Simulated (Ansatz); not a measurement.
Working through a single point in a Gaussian basis of BH5O3Si, SMILES B[Si](O)(O)O

Computed with the Python package of Ansatz (0.2.0).

Typed at the interpreter:
```pycon
>>> from pathlib import Path
>>> import json
>>> import warnings
>>> import ansatz
>>> from ase import Atoms
>>> warnings.simplefilter("ignore", ansatz.DeckWarning)
>>> atoms = Atoms(["B", "Si", "O", "O", "O", "H", "H", "H", "H", "H"], positions=[
...     [-1.3143, -0.0792, -0.6592],
...     [0.273, 0.1153, 0.3586],
...     [1.0022, -1.4174, 0.4568],
...     [-0.0188, 0.6976, 1.9328],
...     [1.3387, 1.2225, -0.4263],
...     [-2.1212, 0.8858, -0.63],
...     [-1.2874, -0.6286, -1.6852],
...     [1.2888, -1.6475, -0.471],
...     [-0.6129, -0.0265, 2.3942],
...     [1.5349, 0.8269, -1.2679],
... ])
>>> molecule = ansatz.Crystal.molecule_from_ase(atoms)
>>> setup = (
...     molecule.calculation()
...     .basis(gaussian="def2-SVP")
...     .functional(ansatz.LibraryFunctional("PBE-QIDH"))
...     .orbitals()
... )
>>> print(setup.to_yaml())
crystal:
  periodic: [false, false, false]
  atoms:
    - { symbol: B, position_ang: [-1.3143, -0.0792, -0.6592] }
    - { symbol: Si, position_ang: [0.273, 0.1153, 0.3586] }
    - { symbol: O, position_ang: [1.0022, -1.4174, 0.4568] }
    - { symbol: O, position_ang: [-0.0188, 0.6976, 1.9328] }
    - { symbol: O, position_ang: [1.3387, 1.2225, -0.4263] }
    - { symbol: H, position_ang: [-2.1212, 0.8858, -0.63] }
    - { symbol: H, position_ang: [-1.2874, -0.6286, -1.6852] }
    - { symbol: H, position_ang: [1.2888, -1.6475, -0.471] }
    - { symbol: H, position_ang: [-0.6129, -0.0265, 2.3942] }
    - { symbol: H, position_ang: [1.5349, 0.8269, -1.2679] }
basis:
  gaussian:
    orbitals: def2-SVP
hamiltonian:
  xc:
    name: PBE-QIDH
output:
  orbitals: {}
>>> out = setup.run(threads=1, pin="off", runs_dir="runs")
>>> summary = out.report
>>> summary["reference_energy_ev"]
-14746.463262071153
>>> print("reference energy %16.6f eV" % summary["reference_energy_ev"])
reference energy    -14746.463262 eV
>>> print("total energy     %16.6f eV" % summary["free_energy_ev"])
total energy        -14754.078783 eV
>>> print("occupied orbitals outside the frozen core (up, down):", summary["n_occupied"], " frozen:", summary["n_frozen"], " virtual:", summary["n_virtual"])
occupied orbitals outside the frozen core (up, down): [15, 15]  frozen: 9  virtual: [75, 75]
>>> field = summary["mean_field"]
>>> print("<S^2> =", round(abs(field["state"]["spin_squared"]), 4), " all-electron relativity setting:", field["relativity"])
<S^2> = 0.0  all-electron relativity setting: none
>>> print("passes:", field["passes"])
passes: {'evaluations': 18, 'products': 25}
>>> if "symmetry" in field:
...     print("occupied orbitals by irrep:", field["symmetry"]["occupied"])
...
occupied orbitals by irrep: [{'A': 24}, {'A': 24}]
>>> lines = Path(summary["orbitals_path"]).read_text().splitlines()
>>> field_of = lambda key: [line.split("=")[1].strip() for line in lines if line.startswith(key)]
>>> orbitals = [(27.211386 * float(e), s, float(n)) for e, s, n in zip(field_of("Ene="), field_of("Spin="), field_of("Occup="))]
>>> homo = max(e for e, _, n in orbitals if n > 0.5)
>>> lumo = min(e for e, _, n in orbitals if n < 0.5)
>>> for e, spin, n in sorted(orbitals):
...     if homo - 6 < e < lumo + 5:
...         print(f"{spin:6s} {e:10.3f} eV  occupation {n:.0f}")
...
Alpha     -15.848 eV  occupation 2
Alpha     -14.972 eV  occupation 2
Alpha     -14.001 eV  occupation 2
Alpha     -13.303 eV  occupation 2
Alpha     -13.181 eV  occupation 2
Alpha     -12.580 eV  occupation 2
Alpha     -12.030 eV  occupation 2
Alpha     -11.823 eV  occupation 2
Alpha     -10.405 eV  occupation 2
Alpha      -1.032 eV  occupation 0
Alpha       2.466 eV  occupation 0
Alpha       3.272 eV  occupation 0
>>> with open("bh5o3si.json", "w") as handle:
...     json.dump({k: summary[k] for k in ("free_energy_ev", "reference_energy_ev", "n_occupied", "n_virtual")}, handle, indent=1)
...
```

It writes `bh5o3si.json`:
```json
{
 "free_energy_ev": -14754.078783174253,
 "reference_energy_ev": -14746.463262071153,
 "n_occupied": [
  15,
  15
 ],
 "n_virtual": [
  75,
  75
 ]
}
```

What to keep in mind:
- Total energies depend on the basis set; only differences at equal settings carry meaning.
- The geometry is a force-field or estimated start, not a minimum of this method, and the basis set is short of its limit.
- Alpha marks a spatial orbital of a restricted run, filled by both spins.
- Levels such as HOMO and LUMO are orbital energies: with these approximate functionals they aren't the ionisation energy and electron affinity, and their gap isn't the fundamental gap.
- Wall time of the script: 5.8 s on 1 thread of Arm Neoverse V1, on a shared host, peak memory 0.24 GiB.
